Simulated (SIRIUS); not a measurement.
**Si2C under changes of volume**

One of the cells (13.395 Å³/atom); the others are scaled copies at fixed shape and fractional positions:

```
Si C
1.0
     2.68631    0.00000    0.00000
     0.00000    2.68631    0.00000
     0.00000    0.00000    5.56882
Si C
2 1
Cartesian
  1.3432 1.3432 1.5833
  1.3432 1.3432 3.9855
  0.0000 0.0000 0.0000
```

The cell was built by a generator and needn't be a form met in nature.

| Property | Result |
| --- | --- |
| Program | SIRIUS 7.10.0 |
| Functional | PBE |
| Potentials or basis | PseudoDojo 0.4.1 PBE standard (scalar relativistic) |
| Cutoff | 1127 eV |
| Density cutoff | 4507 eV |
| k mesh | 10 × 10 × 5 |
| Occupations | fermi-dirac, width 0.05 eV |
| Spin | no spin polarisation |

```tsv
volume (Å³/atom)	energy over the lowest point (meV/atom)	pressure (GPa)	largest force (eV/Å)
12.345	0.00	-3.0	2.094
12.607	6.48	-5.0	2.010
12.870	?	?	?
13.395	43.34	-9.8	1.786
13.658	60.44	-11.1	1.722
13.921	79.48	-12.2	1.664
```

Question: What does the run at 12.870 Å³/atom give?

Answer: Energy over the lowest point 16.07 meV/atom; pressure -6.8 GPa; largest force 1.930 eV/Å.

Worked out: A Birch-Murnaghan fit of order 3 (a polynomial in V^(-2/3)) to the other rows has its minimum at 12.01 Å³/atom, just outside them, with B0 = V·E''(V) = 113 GPa and B' = 4.4 at fixed shape and positions, which overstates the stiffness. It gives 16.10 meV/atom at 12.870 Å³/atom, against the run's 16.07, and -dE/dV = -6.7 GPa, against -6.8.

Energies are extrapolated to zero smearing.

Caveats: forces of over 1 eV/Å show positions far from the minimum, so gaps and moduli don't describe the material at rest.
